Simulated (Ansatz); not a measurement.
A run of Ansatz 0.2.0:

File input.yaml:

```yaml
crystal:
  lattice:
    - [1.36589, 0.7886, 5.0696]
    - [-1.36589, 0.7886, 5.0696]
    - [0.0, -1.57719, 5.0696]
  atoms:
    - { symbol: W, position: [0.81412, 0.81412, 0.81412] }
    - { symbol: F, position: [0.93712, 0.93712, 0.93712] }
hamiltonian:
  xc: pbe
  pseudopotentials: { kind: paw_fr }
magnetization:
  noncollinear: true
  spin_orbit: true
kpoints:
  mp_grid: { grid: [11, 11, 11] }
  band_path:
    path:
      - [[0.0, 0.0, 0.0], [0.5, 0.0, 0.0], [0.5, 0.1827980402, -0.1827980402]]
      - [[0.8172019598, 0.5, 0.1827980402], [0.5, 0.5, 0.5], [0.0, 0.0, 0.0], [0.3413990201, 0.0, -0.3413990201]]
      - [[0.6586009799, 0.3413990201, 0.0], [0.5, 0.5, 0.0], [0.6586009799, 0.6586009799, 0.1827980402], [0.5, 0.5, 0.5]]
      - [[0.5, 0.0, 0.0], [0.8172019598, 0.3413990201, 0.3413990201]]
    npoints: 14
scf:
  occupations: { method: fermi_dirac, width: 0.05 }
  n_extra_bands: 6
output:
  forces: true
  stress: true
  eigenvalues: true
  fatbands: false
  write_density: true
  write_potential: true
  elf: true
  volumetric_format: npy
```

Potentials or basis: Ansatz PAW.

Run with:

```bash
$ ansatz run input.yaml --threads 2 --pin off --max-ram 5632MiB --backend cpu --events-out ev --progress --plain --runs-dir out
```

Hardware: 2 threads of Intel(R) Xeon(R) Platinum 8175M CPU @ 2.50GHz (Skylake/Cascade Lake) (shared host).

How long does it take, and how much memory?

Wall time 24 s on 2 threads of Intel(R) Xeon(R) Platinum 8175M CPU @ 2.50GHz (Skylake/Cascade Lake), on a shared host, peak memory 0.61 GiB. Counts: scf iterations 10, plane waves 635, k points 146, bands 27.
